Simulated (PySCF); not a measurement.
# CuNBr: doublet, from a bent start

The task is one start of a wider search on CuNBr: the doublet, from a bent start. It is relaxed, tested by its Hessian and followed downhill if it is a saddle.

The runs use PySCF 2.14.0; PBE0, basis Cu def2-TZVP, N def2-TZVP, Br def2-TZVP, no relativity, density fitting.

### 1 Starting geometry

3 atoms, charge 0, spin multiplicity 2.

Bond lengths: Cu1–N2 1.750 Å, Cu1–Br3 2.260 Å. Angles: N2–Cu1–Br3 110.0°.

Z-matrix (Å, degrees; charge 0 multiplicity 2):
```
Cu
N  1 1.7500
Br 1 2.2600 2 110.00
```

### 2 First SCF at the start

One driver script runs all steps and calls PySCF; scf.py shows how it sets up the SCF of each step. The optimiser is the driver's own. After this first run the driver tries any further starts and a stability analysis.

File scf.py:

```python
from pyscf import gto, scf, dft
mol = gto.M(atom='''
Cu     0.000000     0.000000     0.000000
N     -1.433500     0.000000     1.003800
Br     1.851300     0.000000     1.296300''',
    basis={'Cu': 'def2-TZVP', 'N': 'def2-TZVP', 'Br': 'def2-TZVP'},
    charge=0, spin=1)
mf = dft.UKS(mol, xc='PBE0')
mf.grids.atom_grid = (50, 194)
aux = {'Cu': 'def2-universal-JKFIT', 'N': 'def2-universal-JKFIT', 'Br': 'def2-universal-JKFIT'}
mf = mf.density_fit(auxbasis=aux)
mf.conv_tol = 1e-08
mf.diis_space = 10
mf.max_cycle = 60
mf.init_guess = 'minao'
mf.verbose = 4
mf.kernel()
```

Launch:

```
$ OMP_NUM_THREADS=4 python axn.py task.json out
```

The runs that follow: Bent start, doublet: relaxation; Is it a minimum? Harmonic modes.

Q: Predict the outcome of this session. Wanted: minimum; geometry; wavenumbers; dipole moment; highest occupied, lowest empty level; polar-tensor charge of Cu1; zero-point energy; atomisation energy; ⟨S²⟩.

**Answer**, as computed:

| quantity | value |
| --- | --- |
| minimum | broken-symmetry (Ms = 1/2), Cs |
| geometry | Cu–Br 2.215 Å, Cu–N 1.780 Å; Br–Cu–N 150.2° |
| wavenumbers (cm⁻¹) | 84 (a'), 291 (a'), 595 (a') |
| dipole moment | 1.79 D |
| highest occupied, lowest empty level (either spin) | -8.16, -5.42 eV |
| polar-tensor charge of Cu1 | +0.72 e |
| zero-point energy | 5.8 kJ/mol |
| entropy at 298.15 K | 304.4 J/(mol K) |
| atomisation energy (no zero-point energy) | 375 kJ/mol |
| ⟨S²⟩ | 1.652 |

What this shows: The molecule stays Cs, as typed, and the end point is a minimum. The determinant is spin-contaminated (⟨S²⟩ = 1.65 against 0.75), so it is no pure spin state. The strongest infrared band lies at 595 cm⁻¹ (a', stretch). The first SCF alone would have been 53 kJ/mol too high. Only this shape and spin were tried, so other structures or states may lie lower. One determinant may miss the lowest occupation of an open d or f shell.
